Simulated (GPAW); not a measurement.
# GaF (Pm-3m) in GPAW: a series of runs

The runs below take GaF through relaxation of cell and atoms, with PBEsol.

Everything below comes from runs of GPAW 26.7.0. Logs are shortened: lines on timing, memory, paths and dates and some standing lists are left out, and cuts for length are marked. The log counts tension as positive stress, the text compression.

## 1. The structure

The structure is cubic, space group Pm-3m (No. 221). The conventional cell has a = 3.166 Å, b = 3.166 Å, c = 3.166 Å, α = 90.00°, β = 90.00°, γ = 90.00°. Around Ga (site symmetry m-3m) lie 8 F at 2.74 Å. Around F (site symmetry m-3m) lie 8 Ga at 2.74 Å.

The cell was built by a generator and needn't be a form met in nature.

## 2. Relaxation of cell and atoms, PBEsol, target pressure 10 GPa, at which the enthalpy is minimised

File run.py:

```python
from ase.filters import FrechetCellFilter
from ase.io import read, write
from ase.optimize import BFGS
from ase.units import GPa
from gpaw import GPAW, PW, setup_paths

setup_paths.insert(0, '.')

atoms = read('POSCAR')

calc = GPAW(mode=PW(800),
            xc='PBEsol',
            kpts={'size': (8, 8, 8), 'gamma': True},
            occupations={'name': 'fermi-dirac', 'width': 0.05},
            nbands=13,
            convergence={'density': 1e-05, 'forces': 0.0001},
            maxiter=150,
            txt='gpaw.txt')
atoms.calc = calc
opt = BFGS(FrechetCellFilter(atoms, scalar_pressure=10 * GPa), trajectory='relax.traj', logfile='-')
done = opt.run(fmax=0.02, steps=60)
calc.write('gs.gpw')
write('result.traj', atoms)
print('Converged:', done)
print('Cell:', atoms.cell.cellpar().round(4))
print('Volume:', round(atoms.get_volume(), 4))
print(atoms.get_scaled_positions().round(5))
```

File POSCAR:

```
GaF
1.0
    3.1659200000      0.0000000000      0.0000000000
    0.0000000000      3.1659200000      0.0000000000
    0.0000000000      0.0000000000      3.1659200000
Ga F
1 1
Direct
    0.0000000000      0.0000000000      0.0000000000
    0.5000000000      0.5000000000      0.5000000000
```

Potentials or basis: PAW data sets generated in the run's folder for this functional, pw.

On the command line:

```bash
$ gpaw-setup -f PBEsol F Ga
$ OMP_NUM_THREADS=1 python run.py
```

gpaw.txt:

```text
__  _  _
 | _ |_)|_||  |
 |__||  | ||/\| - 26.7.0

Input parameters:
  mode=PW(ecut=800.0),
  convergence={'density': 1e-05, 'forces': 0.0001},
  kpts=MonkhorstPack(size=(8, 8, 8), gamma=True),
  maxiter=150,
  nbands=13,
  occupations=Occupations(name='fermi-dirac', width=0.05),
  xc=XC(name='PBEsol')

Diagonalizing LCAO Hamiltonian
Converting LCAO to pw mode
   .-------.
  /|       |
 * |       |
 | |  F    |
 | .-------.
 |/       /
 Ga------*

Atoms  # Å, Bohr magnetons
|   | symbol |        x |        y |        z |    initial magnetic moments |
|---|--------|----------|----------|----------|-----------------------------|
| 0 |     Ga | 0.000000 | 0.000000 | 0.000000 | ( 0.0000,  0.0000,  0.0000) |
| 1 |      F | 1.582960 | 1.582960 | 1.582960 | ( 0.0000,  0.0000,  0.0000) |

Unit cell  # Å
| periodic |        x |        y |        z |  lengths |    angles |
|----------|----------|----------|----------|----------|-----------|
|      yes | 3.165920 | 0.000000 | 0.000000 | 3.165920 | 90.000000 |
|      yes | 0.000000 | 3.165920 | 0.000000 | 3.165920 | 90.000000 |
|      yes | 0.000000 | 0.000000 | 3.165920 | 3.165920 | 90.000000 |

Number of symmetries: 48
Symmetry operations  # r_c * U_cc + t_c -> r_c
|    | kind |            matrix            |
|----|------|------------------------------|
|  0 |  E   |  1, 0, 0,  0, 1, 0,  0, 0, 1 |
|  1 |  σ   |  1, 0, 0,  0, 1, 0,  0, 0,-1 |
|  2 |  σ   |  1, 0, 0,  0, 0, 1,  0, 1, 0 |
|  3 |  C4  |  1, 0, 0,  0, 0, 1,  0,-1, 0 |
|  4 |  C4  |  1, 0, 0,  0, 0,-1,  0, 1, 0 |
|  5 |  σ   |  1, 0, 0,  0, 0,-1,  0,-1, 0 |
|  6 |  σ   |  1, 0, 0,  0,-1, 0,  0, 0, 1 |
|  7 |  C2  |  1, 0, 0,  0,-1, 0,  0, 0,-1 |
|  8 |  σ   |  0, 1, 0,  1, 0, 0,  0, 0, 1 |
|  9 |  C2  |  0, 1, 0,  1, 0, 0,  0, 0,-1 |
| 10 |  C3  |  0, 1, 0,  0, 0, 1,  1, 0, 0 |
| 11 |  S6  |  0, 1, 0,  0, 0, 1, -1, 0, 0 |
| 12 |  S6  |  0, 1, 0,  0, 0,-1,  1, 0, 0 |
| 13 |  C3  |  0, 1, 0,  0, 0,-1, -1, 0, 0 |
[... 199 lines left out ...]
Fermi level: 3.275
Eigenvalues  # (at kpt = [0.000, 0.000, 0.000])
| band index |      eig [eV] | occ [0-2] |
|------------|---------------|-----------|
|          0 |       -18.959 |     2.000 |
|          1 |        -2.942 |     2.000 |
|          2 |        -0.273 |     2.000 |
|          3 |        -0.273 |     2.000 |
|          4 |        -0.273 |     2.000 |
|          5 |        11.464 |     0.000 |
|          6 |        11.464 |     0.000 |
|          7 |        11.464 |     0.000 |
|          8 |        12.681 |     0.000 |
|          9 |        12.681 |     0.000 |
|         10 |        19.870 |     0.000 |
|         11 |        23.229 |     0.000 |
|         12 |        23.229 |     0.000 |

Gap: 0.228 eV
Transition (v -> c):
  (s=0, k=34, n=4, [0.50, 0.50, 0.50]) -> (s=0, k=20, n=5, [0.50, 0.00, 0.00])
Direct/indirect transitions are different
Direct gap: 1.011 eV
Transition at: (s=0, k=20, n=4, [0.50, 0.00, 0.00])

Stress tensor  # eV/Ang^3
|        x |        y |        z |
|----------|----------|----------|
| 0.033672 | 0.000000 | 0.000000 |
| 0.000000 | 0.033672 | 0.000000 |
| 0.000000 | 0.000000 | 0.033672 |

Forces  # eV/Ang
|        x |        y |        z |
|----------|----------|----------|
|  0.00000 |  0.00000 |  0.00000 |  # Ga   0
| -0.00000 | -0.00000 | -0.00000 |  # F    1
[... 7 lines left out ...]
Atoms  # Å, Bohr magnetons
|   | symbol |        x |        y |        z |    initial magnetic moments |
|---|--------|----------|----------|----------|-----------------------------|
| 0 |     Ga | 0.000000 | 0.000000 | 0.000000 | ( 0.0000,  0.0000,  0.0000) |
| 1 |      F | 1.565816 | 1.565816 | 1.565816 | ( 0.0000,  0.0000,  0.0000) |

Unit cell  # Å
| periodic |         x |         y |        z |  lengths |    angles |
|----------|-----------|-----------|----------|----------|-----------|
|      yes |  3.131632 | -0.000000 | 0.000000 | 3.131632 | 90.000000 |
|      yes | -0.000000 |  3.131632 | 0.000000 | 3.131632 | 90.000000 |
|      yes |  0.000000 |  0.000000 | 3.131632 | 3.131632 | 90.000000 |

Number of symmetries: 48
Symmetry operations  # r_c * U_cc + t_c -> r_c
|    | kind |            matrix            |
|----|------|------------------------------|
|  0 |  E   |  1, 0, 0,  0, 1, 0,  0, 0, 1 |
|  1 |  σ   |  1, 0, 0,  0, 1, 0,  0, 0,-1 |
|  2 |  σ   |  1, 0, 0,  0, 0, 1,  0, 1, 0 |
|  3 |  C4  |  1, 0, 0,  0, 0, 1,  0,-1, 0 |
|  4 |  C4  |  1, 0, 0,  0, 0,-1,  0, 1, 0 |
|  5 |  σ   |  1, 0, 0,  0, 0,-1,  0,-1, 0 |
|  6 |  σ   |  1, 0, 0,  0,-1, 0,  0, 0, 1 |
|  7 |  C2  |  1, 0, 0,  0,-1, 0,  0, 0,-1 |
|  8 |  σ   |  0, 1, 0,  1, 0, 0,  0, 0, 1 |
|  9 |  C2  |  0, 1, 0,  1, 0, 0,  0, 0,-1 |
| 10 |  C3  |  0, 1, 0,  0, 0, 1,  1, 0, 0 |
| 11 |  S6  |  0, 1, 0,  0, 0, 1, -1, 0, 0 |
| 12 |  S6  |  0, 1, 0,  0, 0,-1,  1, 0, 0 |
| 13 |  C3  |  0, 1, 0,  0, 0,-1, -1, 0, 0 |
[... 238 lines left out ...]
Atoms  # Å, Bohr magnetons
[... 20 lines left out ...]
|  4 |  C4  |  1, 0, 0,  0, 0,-1,  0, 1, 0 |
|  5 |  σ   |  1, 0, 0,  0, 0,-1,  0,-1, 0 |
|  6 |  σ   |  1, 0, 0,  0,-1, 0,  0, 0, 1 |
|  7 |  C2  |  1, 0, 0,  0,-1, 0,  0, 0,-1 |
|  8 |  σ   |  0, 1, 0,  1, 0, 0,  0, 0, 1 |
|  9 |  C2  |  0, 1, 0,  1, 0, 0,  0, 0,-1 |
| 10 |  C3  |  0, 1, 0,  0, 0, 1,  1, 0, 0 |
| 11 |  S6  |  0, 1, 0,  0, 0, 1, -1, 0, 0 |
| 12 |  S6  |  0, 1, 0,  0, 0,-1,  1, 0, 0 |
| 13 |  C3  |  0, 1, 0,  0, 0,-1, -1, 0, 0 |
[... 220 lines left out ...]
Stress tensor  # eV/Ang^3
|         x |         y |         z |
|-----------|-----------|-----------|
| -0.123216 | -0.000000 |  0.000000 |
| -0.000000 | -0.123216 |  0.000000 |
|  0.000000 |  0.000000 | -0.123216 |

Forces  # eV/Ang
|       x |        y |       z |
|---------|----------|---------|
| 0.00000 | -0.00000 | 0.00000 |  # Ga   0
| 0.00000 | -0.00000 | 0.00000 |  # F    1

Interpolating wave functions to new cell

           F

       Ga

Atoms  # Å, Bohr magnetons
|   | symbol |        x |        y |         z |    initial magnetic moments |
|---|--------|----------|----------|-----------|-----------------------------|
| 0 |     Ga | 0.000000 | 0.000000 | -0.000000 | ( 0.0000,  0.0000,  0.0000) |
| 1 |      F | 1.473607 | 1.473607 |  1.473607 | ( 0.0000,  0.0000,  0.0000) |

Unit cell  # Å
| periodic |        x |         y |         z |  lengths |    angles |
|----------|----------|-----------|-----------|----------|-----------|
|      yes | 2.947215 | -0.000000 | -0.000000 | 2.947215 | 90.000000 |
|      yes | 0.000000 |  2.947215 | -0.000000 | 2.947215 | 90.000000 |
|      yes | 0.000000 |  0.000000 |  2.947215 | 2.947215 | 90.000000 |

Number of symmetries: 48
Symmetry operations  # r_c * U_cc + t_c -> r_c
|    | kind |            matrix            |
|----|------|------------------------------|
|  0 |  E   |  1, 0, 0,  0, 1, 0,  0, 0, 1 |
|  1 |  σ   |  1, 0, 0,  0, 1, 0,  0, 0,-1 |
|  2 |  σ   |  1, 0, 0,  0, 0, 1,  0, 1, 0 |
|  3 |  C4  |  1, 0, 0,  0, 0, 1,  0,-1, 0 |
|  4 |  C4  |  1, 0, 0,  0, 0,-1,  0, 1, 0 |
|  5 |  σ   |  1, 0, 0,  0, 0,-1,  0,-1, 0 |
|  6 |  σ   |  1, 0, 0,  0,-1, 0,  0, 0, 1 |
|  7 |  C2  |  1, 0, 0,  0,-1, 0,  0, 0,-1 |
|  8 |  σ   |  0, 1, 0,  1, 0, 0,  0, 0, 1 |
|  9 |  C2  |  0, 1, 0,  1, 0, 0,  0, 0,-1 |
| 10 |  C3  |  0, 1, 0,  0, 0, 1,  1, 0, 0 |
| 11 |  S6  |  0, 1, 0,  0, 0, 1, -1, 0, 0 |
| 12 |  S6  |  0, 1, 0,  0, 0,-1,  1, 0, 0 |
| 13 |  C3  |  0, 1, 0,  0, 0,-1, -1, 0, 0 |
[... 167 lines left out ...]
SCF iterations
|iter     | |      energy | eigst |  dens |force |
|---------|-|-------------|-------|-------|------|
|iter:   1| |   -8.616714 | +0.49 |       |      |
|iter:   2| |   -8.384009 | -2.07 | -0.94 |      |
|iter:   3| |   -7.836377 | -0.63 | -1.00 |      |
|iter:   4| |   -7.828776 | -3.56 | -1.81 |      |
|iter:   5| |   -7.827942 | -3.06 | -1.99 |      |
|iter:   6| |   -7.827960c| -4.55 | -2.82 |      |
|iter:   7| |   -7.827965c| -6.15 | -3.33 |      |
|iter:   8| |   -7.827965c| -7.50c| -4.46 |      |
|iter:   9| |   -7.827965c| -8.18c| -4.89 |      |
|iter:  10| |   -7.827965c| -9.46c| -6.15c|      |
|iter:  11| |   -7.827965c|-10.04c| -6.65c|-24.37c|

Converged in 11 steps
Energy contributions relative to reference atoms: (reference = -55550.448539)

Energy contributions:
  Kinetic:          17.606050
  Coulomb:         -15.801273
  Zero:              0.087392
  External:          0.000000
  Xc:               -9.719747
  Entropy:          -0.000774
  Spinorbit:         0.000000
  ----------------------------
  Free energy:      -7.828352
  Extrapolated:     -7.827965
[... 24 lines left out ...]
Stress tensor  # eV/Ang^3
|         x |         y |         z |
|-----------|-----------|-----------|
| -0.050672 |  0.000000 |  0.000000 |
|  0.000000 | -0.050672 |  0.000000 |
|  0.000000 |  0.000000 | -0.050672 |

Forces  # eV/Ang
|        x |        y |       z |
|----------|----------|---------|
|  0.00000 |  0.00000 | 0.00000 |  # Ga   0
| -0.00000 | -0.00000 | 0.00000 |  # F    1

Interpolating wave functions to new cell

           F

       Ga

Atoms  # Å, Bohr magnetons
|   | symbol |        x |        y |         z |    initial magnetic moments |
|---|--------|----------|----------|-----------|-----------------------------|
| 0 |     Ga | 0.000000 | 0.000000 | -0.000000 | ( 0.0000,  0.0000,  0.0000) |
| 1 |      F | 1.465497 | 1.465497 |  1.465497 | ( 0.0000,  0.0000,  0.0000) |

Unit cell  # Å
| periodic |        x |         y |        z |  lengths |    angles |
|----------|----------|-----------|----------|----------|-----------|
|      yes | 2.930993 |  0.000000 | 0.000000 | 2.930993 | 90.000000 |
|      yes | 0.000000 |  2.930993 | 0.000000 | 2.930993 | 90.000000 |
|      yes | 0.000000 | -0.000000 | 2.930993 | 2.930993 | 90.000000 |

Number of symmetries: 48
Symmetry operations  # r_c * U_cc + t_c -> r_c
|    | kind |            matrix            |
|----|------|------------------------------|
|  0 |  E   |  1, 0, 0,  0, 1, 0,  0, 0, 1 |
|  1 |  σ   |  1, 0, 0,  0, 1, 0,  0, 0,-1 |
|  2 |  σ   |  1, 0, 0,  0, 0, 1,  0, 1, 0 |
|  3 |  C4  |  1, 0, 0,  0, 0, 1,  0,-1, 0 |
|  4 |  C4  |  1, 0, 0,  0, 0,-1,  0, 1, 0 |
|  5 |  σ   |  1, 0, 0,  0, 0,-1,  0,-1, 0 |
|  6 |  σ   |  1, 0, 0,  0,-1, 0,  0, 0, 1 |
|  7 |  C2  |  1, 0, 0,  0,-1, 0,  0, 0,-1 |
|  8 |  σ   |  0, 1, 0,  1, 0, 0,  0, 0, 1 |
|  9 |  C2  |  0, 1, 0,  1, 0, 0,  0, 0,-1 |
| 10 |  C3  |  0, 1, 0,  0, 0, 1,  1, 0, 0 |
| 11 |  S6  |  0, 1, 0,  0, 0, 1, -1, 0, 0 |
| 12 |  S6  |  0, 1, 0,  0, 0,-1,  1, 0, 0 |
| 13 |  C3  |  0, 1, 0,  0, 0,-1, -1, 0, 0 |
[... 218 lines left out ...]
Stress tensor  # eV/Ang^3
|         x |         y |         z |
|-----------|-----------|-----------|
| -0.061246 |  0.000000 |  0.000000 |
|  0.000000 | -0.061246 |  0.000000 |
|  0.000000 |  0.000000 | -0.061246 |

Forces  # eV/Ang
|       x |       y |        z |
|---------|---------|----------|
| 0.00000 | 0.00000 |  0.00000 |  # Ga   0
| 0.00000 | 0.00000 | -0.00000 |  # F    1

# Writing to gs.gpw (mode='')
```

It took 46 s on 1 thread of Arm Neoverse V2, shared host; peak memory 0.2 GiB.

Results:

```
Free energy                                            : -7.8015 eV
Relaxed volume                                         : 12.59 Å³/atom
Relaxed cell                                           : a = 2.931 Å, b = 2.931 Å, c = 2.931 Å, α = 90.00°, β = 90.00°, γ = 90.00°
Space group after relaxing (to 0.05 Å)                 : Pm-3m (No. 221)
Energy change on relaxing (the enthalpy is what falls) : +33.8 meV/atom
Ionic steps                                            : 5
Pressure after relaxing                                : 9.8 GPa
Band gap on the k mesh                                 : none (metal or under the smearing width)
```

Step by step:
```tsv
step	energy change (eV)	largest force (eV/Å)	pressure (GPa)	volume (Å³)
1	0.0000	0.0000	-5.39	31.73
2	-0.0241	0.0000	-4.23	30.71
3	0.2534	0.0000	19.74	23.29
4	0.0407	0.0000	8.12	25.60
5	0.0676	0.0000	9.81	25.18
```

Final structure:
```cif
data_structure
_symmetry_space_group_name_H-M 'P 1'
_symmetry_Int_Tables_number 1
_cell_length_a 2.9310
_cell_length_b 2.9310
_cell_length_c 2.9310
_cell_angle_alpha 90.000
_cell_angle_beta 90.000
_cell_angle_gamma 90.000
_cell_volume 25.18
loop_
_atom_site_label
_atom_site_type_symbol
_atom_site_fract_x
_atom_site_fract_y
_atom_site_fract_z
_atom_site_occupancy
Ga1 Ga 0.00000 0.00000 0.00000 1
F1 F 0.50000 0.50000 0.50000 1
```

Caveat: the data sets keep Ga 3d, Li 1s and Be 1s frozen, and some such compounds lay over 1.5 % in volume off other programs; later steps reuse the first step's grids; the volume moved by over 15 % at a fixed basis, so the end points are rough.

## 3. Relaxation of cell and atoms, PBEsol, target pressure 20 GPa, at which the enthalpy is minimised

Edit run.py of step 2 so:

```diff
@@ -19,3 +19,3 @@
 atoms.calc = calc
-opt = BFGS(FrechetCellFilter(atoms, scalar_pressure=10 * GPa), trajectory='relax.traj', logfile='-')
+opt = BFGS(FrechetCellFilter(atoms, scalar_pressure=20 * GPa), trajectory='relax.traj', logfile='-')
 done = opt.run(fmax=0.02, steps=60)
```

POSCAR is that of step 2.

Potentials or basis: PAW data sets generated in the run's folder for this functional, pw.

On the command line:

```bash
$ gpaw-setup -f PBEsol F Ga
$ OMP_NUM_THREADS=1 python run.py
```

Wall time 44 s (1 thread of Arm Neoverse V2, shared host); peak memory 0.2 GiB.

The run converged. Its results:

```
Free energy                                            : -7.6120 eV
Relaxed volume                                         : 11.63 Å³/atom
Relaxed cell                                           : a = 2.855 Å, b = 2.855 Å, c = 2.855 Å, α = 90.00°, β = 90.00°, γ = 90.00°
Space group after relaxing (to 0.05 Å)                 : Pm-3m (No. 221)
Energy change on relaxing (the enthalpy is what falls) : +128.5 meV/atom
Ionic steps                                            : 5
Pressure after relaxing                                : 19.9 GPa
Band gap on the k mesh                                 : none (metal or under the smearing width)
```

Step by step:
```
step  energy change (eV)  largest force (eV/Å)  pressure (GPa)  volume (Å³)
   1              0.0000                0.0000           -5.39        31.73
   2             -0.0352                0.0000           -3.31        30.07
   3              0.4099                0.0000           27.08        22.27
   4              0.2222                0.0000           18.20        23.54
   5              0.2570                0.0000           19.92        23.26
```

Final structure:
```cif
data_structure
_symmetry_space_group_name_H-M 'P 1'
_symmetry_Int_Tables_number 1
_cell_length_a 2.8547
_cell_length_b 2.8547
_cell_length_c 2.8547
_cell_angle_alpha 90.000
_cell_angle_beta 90.000
_cell_angle_gamma 90.000
_cell_volume 23.26
loop_
_atom_site_label
_atom_site_type_symbol
_atom_site_fract_x
_atom_site_fract_y
_atom_site_fract_z
_atom_site_occupancy
Ga1 Ga 0.00000 0.00000 0.00000 1
F1 F 0.50000 0.50000 0.50000 1
```

Levels at points of the mesh, in eV from the Fermi level:
| k point | band 1 | band 2 | band 3 | band 4 | band 5 | band 6 | band 7 | band 8 | band 9 |
| --- | --- | --- | --- | --- | --- | --- | --- | --- | --- |
| (0.00, 0.00, 0.00) | -24.29 | -6.91 | -5.07 | -5.07 | -5.07 | 9.85 | 9.85 | 10.43 | 10.43 |
| (0.50, 0.00, 0.00) | -23.90 | -9.35 | -4.63 | -4.63 | -0.24 | -0.22 | 10.21 | 10.21 | 13.18 |
| (0.50, 0.50, 0.00) | -23.57 | -7.31 | -7.31 | -4.48 | -2.51 | 3.99 | 3.99 | 9.83 | 13.45 |
| (0.50, 0.50, 0.50) | -23.38 | -6.00 | -6.00 | -6.00 | 1.85 | 1.85 | 1.85 | 2.08 | 13.24 |

Caveat: the data sets keep Ga 3d, Li 1s and Be 1s frozen, and some such compounds lay over 1.5 % in volume off other programs; later steps reuse the first step's grids; the volume moved by over 15 % at a fixed basis, so the end points are rough.

## 4. Relaxation of cell and atoms, PBEsol, target pressure 30 GPa, at which the enthalpy is minimised

Edit run.py of step 3 so:

```diff
@@ -19,3 +19,3 @@
 atoms.calc = calc
-opt = BFGS(FrechetCellFilter(atoms, scalar_pressure=20 * GPa), trajectory='relax.traj', logfile='-')
+opt = BFGS(FrechetCellFilter(atoms, scalar_pressure=30 * GPa), trajectory='relax.traj', logfile='-')
 done = opt.run(fmax=0.02, steps=60)
```

POSCAR is that of step 3.

On the command line:

```bash
$ gpaw-setup -f PBEsol F Ga
$ OMP_NUM_THREADS=1 python run.py
```

Wall time 42 s (1 thread of Arm Neoverse V2, shared host); peak memory 0.2 GiB.

Results (log left out):

```yaml
Free_energy: -7.3940 eV
Relaxed_volume: 10.96 Å³/atom
Relaxed_cell: a = 2.799 Å, b = 2.799 Å, c = 2.799 Å, α = 90.00°, β = 90.00°, γ = 90.00°
Space_group_after_relaxing_to_0.05_Å: Pm-3m (No. 221)
Energy_change_on_relaxing_the_enthalpy_is_what_falls: +237.6 meV/atom
Ionic_steps: 5
Pressure_after_relaxing: 30.0 GPa
Band_gap_on_the_k_mesh: none (metal or under the smearing width)
```

Step by step:
```csv
step,energy change (eV),largest force (eV/Å),pressure (GPa),volume (Å³)
1,0.0000,0.0000,-5.39,31.73
2,-0.0419,0.0000,-2.26,29.44
3,0.4991,0.0000,31.05,21.81
4,0.4681,0.0000,29.69,21.96
5,0.4751,0.0000,30.00,21.93
```

Final structure:
```
Ga F
1.0
     2.79888    0.00000    0.00000
     0.00000    2.79888    0.00000
     0.00000    0.00000    2.79888
Ga F
1 1
Cartesian
  0.0000 0.0000 0.0000
  1.3994 1.3994 1.3994
```

Levels at points of the mesh, in eV from the Fermi level:
| k point | band 2 | band 3 | band 4 | band 5 | band 6 | band 7 | band 8 | band 9 |
| --- | --- | --- | --- | --- | --- | --- | --- | --- |
| (0.00, 0.00, 0.00) | -7.12 | -5.51 | -5.51 | -5.51 | 9.83 | 9.83 | 10.82 | 10.82 |
| (0.50, 0.00, 0.00) | -9.99 | -5.02 | -5.02 | -0.39 | -0.15 | 10.50 | 10.50 | 13.32 |
| (0.50, 0.50, 0.00) | -7.93 | -7.93 | -4.87 | -2.58 | 4.06 | 4.06 | 9.96 | 14.07 |
| (0.50, 0.50, 0.50) | -6.51 | -6.51 | -6.51 | 1.67 | 1.67 | 1.67 | 2.47 | 13.52 |

Caveat: the data sets keep Ga 3d, Li 1s and Be 1s frozen, and some such compounds lay over 1.5 % in volume off other programs; later steps reuse the first step's grids; the volume moved by over 15 % at a fixed basis, so the end points are rough.

## 5. Summary

| cell | target pressure | gap on the mesh (eV) | pressure (GPa) |
| --- | --- | --- | --- |
| relaxed to 10 GPa | 10 GPa | none | 9.8 |
| relaxed to 20 GPa | 20 GPa | none | 19.9 |
| relaxed to 30 GPa | 30 GPa | none | 30.0 |

Alike in all rows: task relaxation of cell and atoms; level PBEsol; potentials or basis PAW data sets generated in the run's folder for this functional, pw; no spin polarisation; k mesh 8 × 8 × 8; cutoff (eV) 800; smearing fermi-dirac 0.05 eV.

Caveats: the data sets keep Ga 3d, Li 1s and Be 1s frozen, and some such compounds lay over 1.5 % in volume off other programs; later steps reuse the first step's grids; the volume moved by over 15 % at a fixed basis, so the end points are rough.

Total energies depend on the potentials used, so only differences within one code and one set of settings carry meaning.
